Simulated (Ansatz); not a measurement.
# Hf (hcp type): the cost of one run

Program: Ansatz 0.2.0. Level of theory: DFT PBEsol, with the methods named in each step. These are calculated values, not measurements.

## (1) The structure to begin with

The structure is hexagonal, space group P6_3/mmc (No. 194). The conventional cell has a = 3.158 Å, b = 3.158 Å, c = 5.005 Å, α = 90.00°, β = 90.00°, γ = 120.00°. Hf (site symmetry -6m2) has 12 Hf at 3.10 to 3.16 Å as nearest neighbours.

Coordinates:

```cif
data_structure
_symmetry_space_group_name_H-M 'P 1'
_symmetry_Int_Tables_number 1
_cell_length_a 3.1580
_cell_length_b 3.1580
_cell_length_c 5.0045
_cell_angle_alpha 90.000
_cell_angle_beta 90.000
_cell_angle_gamma 120.000
_cell_volume 43.22
loop_
_atom_site_label
_atom_site_type_symbol
_atom_site_fract_x
_atom_site_fract_y
_atom_site_fract_z
_atom_site_occupancy
Hf1 Hf 0.66667 0.33333 0.25000 1
Hf2 Hf 0.33333 0.66667 0.75000 1
```

Atoms are numbered in the order of the input: Hf1, Hf2.

## (2) Bulk in the slab's orientation, LAPW

Contents of input.yaml:

```yaml
crystal:
  lattice:
    - [1.5790051092, -2.7349170745, 0.0]
    - [1.5790051092, 2.7349170745, 0.0]
    - [0.0, 0.0, 5.0045015171]
  atoms:
    - { symbol: Hf, position: [0.666666667, 0.333333333, 0.25] }
    - { symbol: Hf, position: [0.333333333, 0.666666667, 0.75] }
kpoints:
  mp_grid: { grid: [13, 13, 7] }
scf:
  occupations: { method: fermi_dirac, width: 0.1 }
hamiltonian:
  xc: pbesol
  pseudopotentials: { kind: all_electron, lapw: { basis_error: 0.001 } }
output:
  forces: true
  stress: true
  eigenvalues: true
```

Started as:

```sh
ansatz run input.yaml --threads 2 --pin off --max-ram 4096MiB --backend cpu --events-out ev --progress --plain --runs-dir out
```

**Question.** How long does this run take on 2 threads of Intel Xeon Platinum 8259CL at 2.50GHz (Skylake/Cascade Lake), shared host, and how much memory does it need?

About 26 s, with a peak of 0.49 GiB.
